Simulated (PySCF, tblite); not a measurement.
# C8H16Si: geometry, infrared bands, NMR shifts and electronic excitations

Wanted: the infrared bands, NMR shifts and electronic excitations of C8H16Si (`C=C(C)[C@@]1(C)CCC[SiH2]1`), by calculation.

Programs: tblite 0.8.0 and PySCF 2.14.0, with density-fitted response routines of our own. Each step states its level of theory. These are calculated values for one molecule in the gas phase, unless marked as measured. Atoms are numbered from 0 throughout.

### 1 The molecule as given

25 atoms, charge 0, multiplicity 1; geometry from: force field or distance geometry start.

Bonds of the start (Å): C0–C1 1.35, C1–C2 1.50, C1–C3 1.47, C3–C4 1.50, C3–C5 1.53, C5–C6 1.52, C6–C7 1.54, C7–Si8 1.89, Si8–C3 1.85, C0–H9 1.09, C0–H10 1.09, C2–H11 1.11, C2–H12 1.09, C2–H13 1.12, C4–H14 1.11, C4–H15 1.11, C4–H16 1.11, C5–H17 1.11, C5–H18 1.12, C6–H19 1.10, C6–H20 1.10, C7–H21 1.09, C7–H22 1.10, Si8–H23 1.45, Si8–H24 1.46.

### 2 Geometry optimisation with GFN2-xTB

The job: settings as JSON, then the geometry in Å.

```
{"job": {"kind": "relax", "xc": "GFN2-xTB", "basis": "xTB"}, "charge": 0, "multiplicity": 1}
C      1.949800    -0.340400     1.490500
C      1.502300     0.057600     0.285900
C      2.429400     0.835300    -0.598800
C      0.151000    -0.241600    -0.215200
C      0.226400    -1.056700    -1.466400
C     -0.750800    -0.937600     0.799200
C     -2.187700    -0.667100     0.367300
C     -2.355300     0.856000     0.489500
Si    -0.760900     1.364900    -0.383800
H      1.334200    -0.907800     2.195300
H      2.952900    -0.097100     1.832100
H      2.129300     1.905200    -0.507200
H      3.474000     0.654300    -0.361800
H      2.250700     0.584200    -1.673000
H      1.070100    -1.765900    -1.312600
H     -0.665800    -1.687500    -1.656100
H      0.435600    -0.447400    -2.371000
H     -0.520100    -2.021700     0.856500
H     -0.626700    -0.482000     1.816800
H     -2.334900    -0.909700    -0.691400
H     -2.918400    -1.197600     0.994700
H     -2.378400     1.154000     1.540100
H     -3.241400     1.202100    -0.067100
H     -0.174300     2.421900     0.420500
H     -1.001900     1.748600    -1.775200
```

Started as:

```console
> OMP_NUM_THREADS=1 python probes_run.py task.json out
```

The driver reads the jobs from task.json and runs them one after another.

**Question.** This job is followed by: GFN2-xTB harmonic vibrations, gas phase; PBE0-D3(BJ)/def2-SVP geometry optimisation, gas phase; GIAO PBE0/pcSseg-1 NMR shielding, non-relativistic, gas phase; TDDFT wB97X-D/def2-SVPD, vertical, gas phase, core orbitals frozen in the response; GIAO KT2/pcSseg-1 NMR shielding, non-relativistic, gas phase. What will the session give for the following? strongest single infrared mode (GFN2-xTB); zero-point energy (GFN2-xTB); point group; rotational constants (main isotopes); 13C shifts against TMS (PBE0/pcSseg-1); 1H shifts against TMS (PBE0/pcSseg-1, means over atoms taken as alike); 29Si shifts against TMS (PBE0/pcSseg-1); potential on the surface of density 0.002 e/bohr³, 1st and 99th percentile; lowest singlet (wB97X-D/def2-SVPD); lowest triplet; vertical ionisation energy (ΔSCF); range of the shift of C0.

As calculated:

```
                                                                  quantity                                                                       value
                                 strongest single infrared mode (GFN2-xTB)                                                       2235 cm⁻¹, 410 km/mol
                                              zero-point energy (GFN2-xTB)                                                              134.8 kcal/mol
                                                               point group                                                                          C1
                                      rotational constants (main isotopes)                                                        2.09, 1.07, 0.96 GHz
                                    13C shifts against TMS (PBE0/pcSseg-1)                         160.9, 112.6, 41.3, 38.0, 27.4, 27.2, 24.4, 8.4 ppm
    1H shifts against TMS (PBE0/pcSseg-1, means over atoms taken as alike)  4.96, 4.90, 4.13, 4.03, 1.96, 1.91, 1.67, 1.63, 1.31, 1.09, 0.91, 0.79 ppm
                                   29Si shifts against TMS (PBE0/pcSseg-1)                                                                    -7.9 ppm
potential on the surface of density 0.002 e/bohr³, 1st and 99th percentile                                                          -0.79 V and 0.65 V
                                        lowest singlet (wB97X-D/def2-SVPD)                                                 6.70 eV (185 nm), f = 0.246
                                                            lowest triplet                                                                     4.38 eV
                                         vertical ionisation energy (ΔSCF)                                                                     8.57 eV
                                                  range of the shift of C0                                                          102.7 to 112.6 ppm
```

What this shows: Relaxing lowered the energy by 0.496 eV in 145 steps; the close pair that moved most is C3–Si8, from 1.855 to 1.928 Å (GFN2-xTB). No mode is imaginary among the 69: a minimum at this level. The strongest single mode, at 2235 cm⁻¹, moves mainly H24. GFN2-xTB is a fitted tight-binding method: band positions and strengths are rough. Its intensities can rank the bands wrongly. The start of the PBE0/def2-SVP relaxation was shaken at random by about 0.01 Å, so part of the energy gained, and of the first lengths quoted, undoes that. The optimisation took 7 steps and gained 0.222 eV; among the close pairs (by a distance rule), Si8–H23 changed most, from 1.449 to 1.497 Å (PBE0/def2-SVP). No frequency check was run at this level, so the end point may be a saddle. The most deshielded carbon is C1 (fully substituted alkene carbon), at 160.9 ppm: as expected for a trigonal carbon in a double bond. The lowest singlet, at 6.70 eV, is HOMO→LUMO 0.70, HOMO→LUMO+1 0.20 and is bright. The lowest triplet lies 2.32 eV below the lowest singlet (triplets in Tamm-Dancoff, singlets in full TDDFT). At wB97X-D/def2-SVPD, the highest states lie near or above the ionisation energy, where they hang on the basis. In ppm, C0 moves most: its shift spreads over 9.9 ppm, from 102.7 (KT2/pcSseg-1) to 112.6 (PBE0/pcSseg-1). These values are for one conformer; the search (at its own cheap level) found 2 more, at 0.21, 1.36 kcal/mol, and measured spectra average over such forms.
